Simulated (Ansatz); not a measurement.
# C2H6FGaO: basis-set convergence

The task here is to estimate one member of a computed series from the others.

Program: Ansatz 0.2.0, Gaussian basis. Level of theory: one geometry, several basis sets. These are calculated values, not measurements.

The runs, in order: PBE0-D4/def2-SVP; ωB97M-V/def2-SVP; PBE0-D4/def2-QZVPP; ωB97M-V/def2-QZVPP; the functionals' def2-TZVPP values are taken from earlier runs.

### The geometry

The geometry comes from an earlier relaxation with PBE0-D4 in a triple-zeta def2 set; it is a stationary point, not always the lowest conformer.

SMILES `C[CH2][Ga]([OH])[F]`, 11 atoms, charge 0, spin multiplicity 1.

Atoms are counted from 1 here; the program's logs count them from 0.

Bond lengths: C1–C2 1.524 Å, C1–H6 1.093 Å, C1–H7 1.093 Å, C1–H8 1.093 Å, C2–Ga3 1.956 Å, C2–H9 1.094 Å, C2–H10 1.094 Å, Ga3–O4 1.780 Å, Ga3–F5 1.754 Å, O4–H11 0.959 Å. Angles: C2–C1–H6 111.2°, C2–C1–H7 111.9°, C2–C1–H8 111.9°, H6–C1–H7 107.1°, H6–C1–H8 107.1°, H7–C1–H8 107.3°, C1–C2–Ga3 114.8°, C1–C2–H9 111.3°, C1–C2–H10 111.3°, Ga3–C2–H9 106.6°, Ga3–C2–H10 106.6°, H9–C2–H10 105.7°, C2–Ga3–O4 129.4°, C2–Ga3–F5 120.7°, O4–Ga3–F5 110.0°, Ga3–O4–H11 114.2°.

The first run:

Contents of in.yaml:

```yaml
crystal:
  periodic: [false, false, false]
  atoms:
    - {symbol: C, position_ang: [1.146358, 0.869134, 0.104758]}
    - {symbol: C, position_ang: [-0.212635, 0.697451, -0.562962]}
    - {symbol: Ga, position_ang: [-1.163550, -0.942104, -0.078298]}
    - {symbol: O, position_ang: [-0.668996, -2.249954, 1.022786]}
    - {symbol: F, position_ang: [-2.741897, -1.294581, -0.757578]}
    - {symbol: H, position_ang: [1.624498, 1.801680, -0.207098]}
    - {symbol: H, position_ang: [1.064509, 0.897982, 1.194145]}
    - {symbol: H, position_ang: [1.830821, 0.055870, -0.149032]}
    - {symbol: H, position_ang: [-0.881083, 1.529520, -0.322787]}
    - {symbol: H, position_ang: [-0.122050, 0.695971, -1.653208]}
    - {symbol: H, position_ang: [0.189525, -2.117969, 1.429875]}
basis:
  gaussian: {orbitals: def2-SVP}
hamiltonian: {xc: pbe0, dispersion: d4}
output: {orbitals: {seedname: orbitals}}
```

The run is started by

```bash
$ ansatz run in.yaml --threads 4 --pin off --events-out ev --progress --plain --max-ram 10444MiB
```

Steps of the session up to this table: PBE0-D4 in def2-SVP; ωB97M-V in def2-SVP; PBE0-D4 in def2-QZVPP; ωB97M-V in def2-QZVPP.

One table of the session follows, with a row left open; its other results are not shown here.

| functional | basis | HOMO (eV) |
| --- | --- | --- |
| PBE0-D4 | def2-SVP | ? |
| PBE0-D4 | def2-TZVPP | -8.37 |
| PBE0-D4 | def2-QZVPP | -8.40 |
| ωB97M-V | def2-SVP | -10.50 |
| ωB97M-V | def2-TZVPP | -10.61 |
| ωB97M-V | def2-QZVPP | -10.65 |

Q: Estimate the row for PBE0-D4, def2-SVP from the others.

The run gave: HOMO (eV): -8.27. In the column «HOMO (eV)» it is the highest.
